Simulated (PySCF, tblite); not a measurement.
# Cl₂H₅N₂Si₂ radical, a small gas-phase stand-in for a defect centre (Si site with back bonds N[SiH3], Cl, Cl): EPR parameters

Aim: the EPR parameters of `[NH][Si](Cl)(Cl)N[SiH3]`. It is drawn as: nitrogen radical.

Programs: tblite 0.8.0 and PySCF 2.14.0. All values are calculated, for the isolated system unless a continuum is named. Atoms count from 0, parts from 1.

## (1) The system as given

11 atoms, charge 0, multiplicity 2; geometry: distance geometry start.

## (2) Geometry optimisation with GFN2-xTB

The job: settings as JSON, then the geometry in Å.

```
{"job": {"kind": "relax", "xc": "GFN2-xTB", "basis": "xTB"}, "charge": 0, "multiplicity": 2}
Si     1.003016     0.091934     1.809665
N     -0.779992     0.287832     2.110647
Si    -1.407036     1.986664     2.057089
Cl     1.406725     0.088563    -0.289375
Cl     2.066306     1.696280     2.723798
N      1.580459    -1.488194     2.504943
H     -1.178766    -0.343064     2.809115
H     -0.498870     2.832578     2.745642
H     -2.681806     2.015579     2.698215
H     -1.516411     2.397859     0.716288
H      1.108763    -2.392981     2.367680
```

Method: GFN2-xTB geometry optimisation, gas phase.

Launch:

```sh
OMP_NUM_THREADS=1 python cluster_run.py task.json out
```

This one command runs all jobs of the session in turn.

Standard output:

```text
step      E/eV     max force
  0    -570.93428    2.586
  1    -571.24233    1.658
  2    -571.41943    3.702
  3    -571.54282    0.897
  4    -571.58847    0.621
  5    -571.63475    0.464
  6    -571.64534    0.332
  7    -571.66614    0.246
  8    -571.67873    0.313
  9    -571.69209    0.342
 10    -571.70446    0.337
 11    -571.71492    0.334
 12    -571.72451    0.255
 13    -571.73237    0.292
 14    -571.73934    0.245
 15    -571.74532    0.189
 16    -571.74912    0.182
 17    -571.75176    0.143
 18    -571.75400    0.120
 19    -571.75615    0.123
 20    -571.75879    0.177
 21    -571.76136    0.177
 22    -571.76302    0.118
 23    -571.76384    0.069
 24    -571.76435    0.081
 25    -571.76502    0.093
 26    -571.76618    0.154
 27    -571.76789    0.191
 28    -571.76981    0.167
 29    -571.77110    0.187
 30    -571.77232    0.088
 31    -571.77302    0.081
 32    -571.77462    0.140
 33    -571.77604    0.167
 34    -571.77813    0.145
 35    -571.77939    0.078
 36    -571.77995    0.110
 37    -571.78012    0.156
 38    -571.78077    0.088
 39    -571.78181    0.121
 40    -571.78308    0.154
 41    -571.78504    0.108
 42    -571.78654    0.099
 43    -571.78740    0.155
 44    -571.78771    0.077
 45    -571.78819    0.047
 46    -571.78878    0.066
 47    -571.78977    0.081
 48    -571.79019    0.044
 49    -571.79053    0.084
 50    -571.79078    0.121
 51    -571.79145    0.174
 52    -571.79239    0.179
 53    -571.79369    0.100
 54    -571.79434    0.052
 55    -571.79456    0.037
 56    -571.79467    0.031
 57    -571.79487    0.052
 58    -571.79515    0.036
 59    -571.79541    0.062
 60    -571.79557    0.025
 61    -571.79564    0.018
 62    -571.79567    0.017
 63    -571.79575    0.018
 64    -571.79590    0.019
 65    -571.79608    0.021
 66    -571.79621    0.023
 67    -571.79628    0.026
 68    -571.79635    0.029
 69    -571.79649    0.033
 70    -571.79681    0.039
 71    -571.79756    0.061
 72    -571.79871    0.116
 73    -571.79987    0.114
 74    -571.80116    0.097
 75    -571.80180    0.148
 76    -571.80262    0.101
 77    -571.80361    0.101
 78    -571.80862    0.177
 79    -571.81274    0.179
 80    -571.81380    0.251
 81    -571.81737    0.247
 82    -571.81852    0.176
 83    -571.82059    0.124
 84    -571.82190    0.258
 85    -571.82335    0.171
 86    -571.82547    0.120
 87    -571.82654    0.136
 88    -571.82805    0.115
 89    -571.82933    0.151
 90    -571.83099    0.122
 91    -571.83311    0.190
 92    -571.83483    0.204
 93    -571.83711    0.132
 94    -571.83966    0.149
 95    -571.84138    0.137
 96    -571.84298    0.109
 97    -571.84460    0.115
 98    -571.84537    0.130
 99    -571.84662    0.096
100    -571.84802    0.122
101    -571.84911    0.142
102    -571.85024    0.103
103    -571.85102    0.061
104    -571.85191    0.069
105    -571.85289    0.069
106    -571.85374    0.066
107    -571.85439    0.065
108    -571.85492    0.090
109    -571.85587    0.098
110    -571.85655    0.079
111    -571.85740    0.070
112    -571.85801    0.070
113    -571.85867    0.070
114    -571.85921    0.101
115    -571.85992    0.085
116    -571.86061    0.148
117    -571.86133    0.083
118    -571.86205    0.069
119    -571.86261    0.073
120    -571.86330    0.095
121    -571.86391    0.099
122    -571.86434    0.107
123    -571.86472    0.089
124    -571.86518    0.046
125    -571.86589    0.073
126    -571.86627    0.068
127    -571.86647    0.080
128    -571.86659    0.083
129    -571.86681    0.074
130    -571.86709    0.050
131    -571.86729    0.041
132    -571.86747    0.040
133    -571.86774    0.037
134    -571.86788    0.037
135    -571.86807    0.031
136    -571.86828    0.042
137    -571.86850    0.044
138    -571.86865    0.029
139    -571.86869    0.044
140    -571.86873    0.013
141    -571.86874    0.010
142    -571.86875    0.009
143    -571.86876    0.008
144    -571.86877    0.007
```

It took 4.2 s on 1 thread of Arm Neoverse V1, shared host.

Along the way:

| step | energy from step 0 (eV) | largest force (eV/Å) |
| --- | --- | --- |
| 0 | 0.0000 | 2.5865 |
| 6 | -0.7111 | 0.3325 |
| 12 | -0.7902 | 0.2544 |
| 18 | -0.8197 | 0.1196 |
| 24 | -0.8301 | 0.0808 |
| 30 | -0.8380 | 0.0879 |
| 36 | -0.8457 | 0.1098 |
| 42 | -0.8523 | 0.0987 |
| 48 | -0.8559 | 0.0444 |
| 54 | -0.8601 | 0.0522 |
| 60 | -0.8613 | 0.0249 |
| 66 | -0.8619 | 0.0229 |
| 72 | -0.8644 | 0.1165 |
| 78 | -0.8743 | 0.1767 |
| 84 | -0.8876 | 0.2572 |
| 90 | -0.8967 | 0.1219 |
| 96 | -0.9087 | 0.1085 |
| 102 | -0.9160 | 0.1030 |
| 108 | -0.9206 | 0.0901 |
| 114 | -0.9249 | 0.1011 |
| 120 | -0.9290 | 0.0944 |
| 126 | -0.9320 | 0.0677 |
| 132 | -0.9332 | 0.0400 |
| 138 | -0.9344 | 0.0286 |
| 144 | -0.9345 | 0.0075 |

Close pairs (by a distance rule), those that changed most:

```
   bond  before (Å)  after (Å)  change (Å)
 Si0–N5       1.820      1.674      -0.147
Si0–Cl4       2.131      2.005      -0.126
Si0–Cl3       2.138      2.034      -0.104
 N1–Si2       1.812      1.742      -0.069
 Si0–N1       1.819      1.750      -0.068
 Si2–H9       1.407      1.459      +0.053
 Si2–H7       1.419      1.462      +0.043
 Si2–H8       1.427      1.463      +0.036
```

## (3) Optimising the geometry at PBE0-D3(BJ)/def2-SVP

The job: settings as JSON, then the geometry in Å.

```
{"job": {"xc": "PBE0", "basis": "def2-SVP", "d3": "d3bj", "grid": 2, "kind": "geom", "shake": 0.01}, "charge": 0, "multiplicity": 2}
Si     1.061729    -0.682244    -0.518857
N     -0.619741    -0.104816    -0.407420
Si    -1.245872     1.273121     0.462714
Cl     1.074069    -1.897585    -2.136183
Cl     2.163974     0.953715    -0.905317
N      1.470346    -1.298637     0.956408
H     -1.286221    -0.800393    -0.654474
H     -0.874460     1.136684     1.882223
H     -2.670823     1.219429     0.257381
H     -0.605239     2.458584    -0.098429
H      1.564926    -2.286358     1.172251
```

Standard output:

```text
step   0  E = -1610.77261787  max force = 0.052815
step   1  E = -1610.78176914  max force = 0.021315
step   2  E = -1610.78396291  max force = 0.005889
step   3  E = -1610.78436039  max force = 0.003448
step   4  E = -1610.78447590  max force = 0.001612
step   5  E = -1610.78455643  max force = 0.000757
step   6  E = -1610.78458749  max force = 0.000788
step   7  E = -1610.78466599  max force = 0.001884
step   8  E = -1610.78486313  max force = 0.004316
step   9  E = -1610.78468409  max force = 0.013427
step  10  E = -1610.78531546  max force = 0.006608
step  11  E = -1610.78554298  max force = 0.005540
step  12  E = -1610.78647870  max force = 0.006760
step  13  E = -1610.78678747  max force = 0.005750
step  14  E = -1610.78731248  max force = 0.005113
step  15  E = -1610.78759005  max force = 0.001728
step  16  E = -1610.78769799  max force = 0.001262
step  17  E = -1610.78776291  max force = 0.000875
step  18  E = -1610.78778500  max force = 0.000721
step  19  E = -1610.78780830  max force = 0.000540
step  20  E = -1610.78781741  max force = 0.000621
step  21  E = -1610.78783283  max force = 0.000364
step  22  E = -1610.78785146  max force = 0.000536
step  23  E = -1610.78787785  max force = 0.000685
step  24  E = -1610.78790038  max force = 0.000839
step  25  E = -1610.78791468  max force = 0.000566
step  26  E = -1610.78792125  max force = 0.000279
optimisation converged
```

It took 7.9 min on 1 thread of Arm Neoverse V1, shared host; peak memory 0.64 GiB.

Relaxation path: (the energy doesn't fall at every step)

```
step  energy from step 0 (eV)  largest force component (eV/Å)
   0                   0.0000                          2.7159
   1                  -0.2490                          1.0961
   2                  -0.3087                          0.3028
   3                  -0.3195                          0.1773
   4                  -0.3227                          0.0829
   5                  -0.3249                          0.0389
   6                  -0.3257                          0.0405
   7                  -0.3278                          0.0969
   8                  -0.3332                          0.2219
   9                  -0.3283                          0.6904
  10                  -0.3455                          0.3398
  11                  -0.3517                          0.2849
  12                  -0.3772                          0.3476
  13                  -0.3856                          0.2957
  14                  -0.3999                          0.2629
  15                  -0.4074                          0.0889
  16                  -0.4104                          0.0649
  17                  -0.4121                          0.0450
  18                  -0.4127                          0.0371
  19                  -0.4134                          0.0278
  20                  -0.4136                          0.0319
  21                  -0.4140                          0.0187
  22                  -0.4145                          0.0276
  23                  -0.4152                          0.0352
  24                  -0.4159                          0.0431
  25                  -0.4162                          0.0291
  26                  -0.4164                          0.0143
```

Distances of close pairs at the start and the end, largest changes first:

```csv
bond,before (Å),after (Å),change (Å)
Si0–N5,1.650,1.742,+0.091
Si0–N1,1.781,1.700,-0.082
Si2–H8,1.441,1.493,+0.053
Si0–Cl4,2.010,2.063,+0.053
Si0–Cl3,2.023,2.061,+0.038
Si2–H9,1.460,1.489,+0.030
N1–H6,0.995,1.016,+0.021
Si2–H7,1.474,1.491,+0.018
```

The final coordinates are the input of the step that follows.

```
                         at the end point                value
  point group (found at 0.08 Å tolerance)                   C1
rotational constants (GHz, main isotopes)  1.904, 1.031, 0.824
                        dipole moment (D)                 0.70
                                     ⟨S²⟩                0.753
```

## (4) g tensor and hyperfine couplings: B3LYP/IGLO-III+pcH-1

The job: settings as JSON, then the geometry in Å.

```
{"job": {"kind": "epr"}, "charge": 0, "multiplicity": 2}
Si     0.750142    -0.883766    -0.958431
N     -0.746958    -0.093414    -0.808618
Si    -1.291664     0.814973     0.599422
Cl     0.501730    -2.742076    -1.814171
Cl     2.123284     0.130424    -2.116279
N      1.415523    -0.922050     0.650561
H     -1.403551    -0.164753    -1.580096
H     -1.595882    -0.066545     1.763424
H     -2.548569     1.498746     0.171581
H     -0.281551     1.832301     1.003556
H      2.200677    -1.569379     0.783776
```

With the program's defaults for keys left out, this is: UKS B3LYP, IGLO-III on Cl N Si, pcH-1 on H, non-relativistic, mean-field spin-orbit, GIAO.

Standard output:

```text
UKS, coarse grid
  cycle   1  E = -1612.09728851  |g| = 4.42e-01
  cycle   2  E = -1612.03589839  |g| = 5.69e-01
  cycle   3  E = -1612.16513257  |g| = 1.04e-01
  cycle   4  E = -1612.16910640  |g| = 4.73e-02
  cycle   5  E = -1612.17000584  |g| = 1.12e-02
  cycle   6  E = -1612.17006778  |g| = 4.29e-03
  cycle   7  E = -1612.17007785  |g| = 9.22e-04
  cycle   8  E = -1612.17007952  |g| = 5.94e-04
UKS, final grid
  cycle   1  E = -1612.17005285  |g| = 8.98e-04
  cycle   2  E = -1612.17005227  |g| = 1.43e-03
  cycle   3  E = -1612.17005325  |g| = 5.68e-05
  cycle   4  E = -1612.17005325  |g| = 2.65e-05
E = -1612.17005325 Eh   <S^2> = 0.7536 (exact 0.7500)
g shifts (ppm)      1          2          3
  rmc          -211       -211       -211
  gc             29          4         37
  oz_so         284       2063       4836
  total         103       1856       4661
hyperfine (MHz)  atom isotope    a_iso     a_fc   dipolar eigenvalues
    0  29Si      45.30      45.38     -1.28     -0.03      1.31
    1   14N       0.20       0.20     -1.28     -0.81      2.09
    2  29Si       0.55       0.54     -0.68      0.11      0.57
    3  35Cl      -0.25      -0.28     -3.15     -3.01      6.16
    4  35Cl       4.49       4.29    -10.08     -9.54     19.62
    5   14N      26.78      26.80    -41.20    -40.39     81.59
    6    1H      -2.79      -2.80     -2.56     -1.42      3.98
    7    1H      -0.62      -0.62     -2.01     -1.88      3.89
    8    1H      -0.53      -0.53     -0.78     -0.73      1.52
    9    1H      -0.56      -0.56     -1.96     -1.91      3.87
   10    1H     -57.24     -57.31    -50.43     -8.66     59.08
```

Wall time 1.7 min (1 thread of Arm Neoverse V1, shared host); peak memory 1 GiB.

Principal g values 2.00242, 2.00418, 2.00698; g(iso) = 2.00453, against 2.00232 for a free electron.

Hyperfine couplings, nucleus by nucleus at this fixed geometry (no averaging over rotations):

```
nuclei  isotope  a(iso) (MHz)  a(iso) (G, at g = 2.0023)  largest dipolar term (MHz)
   H10       1H         -57.2                      -20.4                        59.1
   Si0     29Si          45.3                       16.2                         1.3
    N5      14N          26.8                        9.6                        81.6
   Cl4     35Cl           4.5                        1.6                        19.6
    H6       1H          -2.8                       -1.0                         4.0
    H7       1H          -0.6                       -0.2                         3.9
    H9       1H          -0.6                       -0.2                         3.9
   Si2     29Si           0.5                        0.2                        -0.7
    H8       1H          -0.5                       -0.2                         1.5
   Cl3     35Cl          -0.2                       -0.1                         6.2
    N1      14N           0.2                        0.1                         2.1
```

Mulliken spin populations:

```
atom  value (e)
 Si0      -0.02
  N1       0.02
 Si2       0.00
 Cl3       0.01
 Cl4       0.05
  N5       0.98
  H6       0.00
  H7       0.00
  H8       0.00
  H9       0.00
 H10      -0.04
```

In first order the couplings over 0.8 MHz of 1H, 14N, 35Cl give 48 distinct lines over 45.3 G.

Orbitals, density, ELF and potential are computed afterwards from the orbital file.

ELF in a plane through or near 7 of the atoms.

Ten even steps from ' ' (0.00) to '@' (1.00):
```
                                                        
                                                        
                                                        
                                                        
            ..::::::        ==%%##..                    
          ::========::    ==%%@@@@==      ::::          
        ..--++**++==::    ++%%@@@@==    ++@@@@**..      
        ::==++****++==::::++##@@%%--  ::@@@@@@@@**..    
        ..--==++****..  ==%%--::##++--##@@@@@@@@@@==    
          ..::--==::==##..%%##++%%==  ::@@@@@@@@%%--    
              ..::..--++  ++**##**::%%==--@@@@%%++..    
                ::++++++==..  ::::::%%++..----::        
              ::==**##**%%**::  ..----==--..            
            ::##@@%%==**%%%%++    --====--..            
            **@@@@@@%%%%@@@@**    ........              
            ++@@@@@@##%%%%%%++                          
            ..++**++--==****--                          
                      ......                            
                                                        
                                                        
```
The map spans 11.1 Å across and 9.0 Å up, centred on the molecule. Atoms in the plane (x, y in Å): Si0 (-1.3, 0.3), N1 (0.3, 0.8), Si2 (1.8, -0.2), N5 (-1.2, -1.4), H6 (0.5, 1.8), H8 (2.9, 0.7), H10 (-2.1, -1.9).

On the surface of density 0.002 e/bohr³ the electrostatic potential runs, from the 1st to the 99th percentile, from -0.98 V near N5 to 1.95 V near H6.

The spin density lies nearest to N5 83 %; H10 7 %.

## (5) EPR parameters: BHandHLYP/IGLO-III+pcH-1

Same as in step 4 but for these lines:

```diff
@@ -1,2 +1,2 @@
-{"job": {"kind": "epr"}, "charge": 0, "multiplicity": 2}
+{"job": {"kind": "epr", "xc": "BHandHLYP"}, "charge": 0, "multiplicity": 2}
 Si     0.750142    -0.883766    -0.958431
```

With the program's defaults for keys left out, this is: UKS BHandHLYP, IGLO-III on Cl N Si, pcH-1 on H, non-relativistic, mean-field spin-orbit, GIAO.

Standard output:

```text
UKS, coarse grid
  cycle   1  E = -1611.97114112  |g| = 3.66e-01
  cycle   2  E = -1611.99793991  |g| = 3.00e-01
  cycle   3  E = -1612.03436827  |g| = 5.52e-02
  cycle   4  E = -1612.03587663  |g| = 1.88e-02
  cycle   5  E = -1612.03609254  |g| = 8.52e-03
  cycle   6  E = -1612.03614836  |g| = 2.78e-03
  cycle   7  E = -1612.03615633  |g| = 1.05e-03
  cycle   8  E = -1612.03615740  |g| = 3.26e-04
UKS, final grid
  cycle   1  E = -1612.03614139  |g| = 2.26e-04
  cycle   2  E = -1612.03614142  |g| = 1.90e-04
  cycle   3  E = -1612.03614144  |g| = 6.37e-05
  cycle   4  E = -1612.03614145  |g| = 3.08e-05
  cycle   5  E = -1612.03614145  |g| = 1.85e-05
E = -1612.03614145 Eh   <S^2> = 0.7546 (exact 0.7500)
g shifts (ppm)      1          2          3
  rmc          -209       -209       -209
  gc             14         14         36
  oz_so         223        952       5488
  total          29        757       5316
hyperfine (MHz)  atom isotope    a_iso     a_fc   dipolar eigenvalues
    0  29Si      50.04      50.12     -1.18     -0.35      1.53
    1   14N      -0.03      -0.03     -0.87     -0.42      1.29
    2  29Si       0.41       0.41     -0.73      0.14      0.59
    3  35Cl       0.47       0.47     -2.41     -2.25      4.66
    4  35Cl       6.19       6.11     -7.56     -7.15     14.71
    5   14N      35.97      35.96    -41.46    -40.66     82.12
    6    1H      -2.82      -2.82     -2.17     -1.41      3.59
    7    1H      -0.41      -0.41     -2.03     -1.95      3.99
    8    1H      -0.54      -0.54     -0.77     -0.73      1.50
    9    1H      -0.61      -0.61     -2.03     -1.95      3.98
   10    1H     -66.62     -66.72    -52.38     -9.01     61.40
```

Wall time 1.7 min (1 thread of Arm Neoverse V1, shared host); peak memory 0.99 GiB.

In short: g(iso) 2.00435.

## (6) Side by side: EPR parameters

g, ⟨S²⟩ and isotropic hyperfine couplings (MHz), with basis size and wall time:

| run | g(iso) | ⟨S²⟩ | 1H H10 | 29Si Si0 | 14N N5 | 35Cl Cl4 | 1H H6 | functions | time |
| --- | --- | --- | --- | --- | --- | --- | --- | --- | --- |
| B3LYP/IGLO-III+pcH-1 | 2.00453 | 0.754 | -57.2 | 45.3 | 26.8 | 4.5 | -2.8 | 296 | 1.7 min |
| BHandHLYP/IGLO-III+pcH-1 | 2.00435 | 0.755 | -66.6 | 50.0 | 36.0 | 6.2 | -2.8 | 296 | 1.7 min |

## (7) Summary of results

| quantity | value |
| --- | --- |
| point group | C1 |
| rotational constants (main isotopes) | 1.90, 1.03, 0.82 GHz |
| g(iso) (B3LYP) | 2.00453 |
| ⟨S²⟩ | 0.754 (exact 0.75) |
| largest a(iso) | 1H on H10, -57.2 MHz |
| potential on the surface of density 0.002 e/bohr³, 1st and 99th percentile | -0.98 V and 1.95 V |

In words: The start of the PBE0/def2-SVP relaxation was shaken at random by about 0.01 Å, so part of the energy gained, and of the first lengths quoted, undoes that. Relaxing lowered the energy by 0.416 eV in 26 steps; the close pair that moved most is Si0–N5, from 1.650 to 1.742 Å (PBE0/def2-SVP). N5 carries the largest spin population, 0.98 e. The isotropic g lies 2.2 ppt above the free-electron value. The coupling of 1H on H10 runs from -66.6 (BHandHLYP/IGLO-III+pcH-1) to -57.2 MHz (B3LYP/IGLO-III+pcH-1). A capped cluster stands for the solid here, so long-range fields and strain are missing, and bands or shifts of the capping hydrogens have no counterpart in it.
